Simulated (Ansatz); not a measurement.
# RbNa3Te2: the cost of one run

Program: Ansatz 0.2.0. Level of theory: DFT PBE, scalar-relativistic, plane waves, PAW. These are calculated values, not measurements.

1 further run of the same task is left out (it didn't finish). Runs told in other sessions of the task aren't counted.

### Step 1. The system as given

The structure is trigonal, space group P-3m1 (No. 164). Conventional cell: a = 5.255 Å, b = 5.255 Å, c = 8.627 Å, α = 90.00°, β = 90.00°, γ = 120.00°. Around Rb (site symmetry -3m) lie 6 Te at 3.90 Å and 8 Na at 4.22 to 4.31 Å. Na (site symmetry 3m) is surrounded by 4 Te at 3.07 to 3.24 Å and 3 Na at 3.33 Å. Around Na (site symmetry -3m) lie 6 Na at 3.33 Å and 6 Te at 3.56 Å. Around Te (site symmetry 3m) lie 7 Na at 3.07 to 3.56 Å and 3 Rb at 3.90 Å.

Structure file:

```cif
data_structure
_symmetry_space_group_name_H-M 'P 1'
_symmetry_Int_Tables_number 1
_cell_length_a 5.2553
_cell_length_b 5.2553
_cell_length_c 8.6271
_cell_angle_alpha 90.000
_cell_angle_beta 90.000
_cell_angle_gamma 120.000
_cell_volume 206.35
loop_
_atom_site_label
_atom_site_type_symbol
_atom_site_fract_x
_atom_site_fract_y
_atom_site_fract_z
_atom_site_occupancy
Rb1 Rb 0.00000 0.00000 0.00000 1
Na1 Na 0.33333 0.66667 0.34062 1
Na2 Na 0.66667 0.33333 0.65938 1
Na3 Na 0.00000 0.00000 0.50000 1
Te1 Te 0.33333 0.66667 0.71581 1
Te2 Te 0.66667 0.33333 0.28419 1
```

It is the end of an earlier relaxation with the same method, from a database cell with other species swapped in; it needn't be the stable form of this composition. At a tolerance of 0.02 Å it has space group P-3m1 (No. 164); it has 34.39 Å³/atom, an uncorrected energy of -0.94 eV/atom over the elements and, on its mesh, gap 1.69 eV.

### Step 2. The cell scaled to 0.97 of its volume

input.yaml reads:

```yaml
crystal:
  lattice:
    - [5.2022376115, 0.0, 0.0]
    - [-2.6011188057, 4.5052699281, 0.0]
    - [0.0, 0.0, 8.53994392]
  atoms:
    - { symbol: Rb, position: [0.0, 0.0, 0.0] }
    - { symbol: Na, position: [0.3333333333, 0.6666666667, 0.3406227343] }
    - { symbol: Na, position: [0.6666666667, 0.3333333333, 0.6593772657] }
    - { symbol: Na, position: [0.0, 0.0, 0.5] }
    - { symbol: Te, position: [0.3333333333, 0.6666666667, 0.7158102127] }
    - { symbol: Te, position: [0.6666666667, 0.3333333333, 0.2841897873] }
basis:
  ecutwfc: 420
kpoints:
  mp_grid: { grid: [6, 6, 4] }
hamiltonian:
  xc: pbe
scf:
  occupations: { method: gaussian, width: 0.02 }
output:
  forces: true
  stress: true
  eigenvalues: true
relax:
  adjacent_minimum: "off"
  f_tol: 0.01
  max_steps: 30
  cell: { stress_tol: 0.1, fix: [volume] }
```

The run is started by

```console
$ ansatz run input.yaml --threads 1 --pin off --max-ram 2560MiB --backend cpu --events-out ev --progress --plain --runs-dir out
```

What time and memory should one allow on 1 thread of Intel Xeon Platinum 8259CL at 2.50GHz (Skylake/Cascade Lake), shared host?

About 45 s, with a peak of 0.57 GiB.
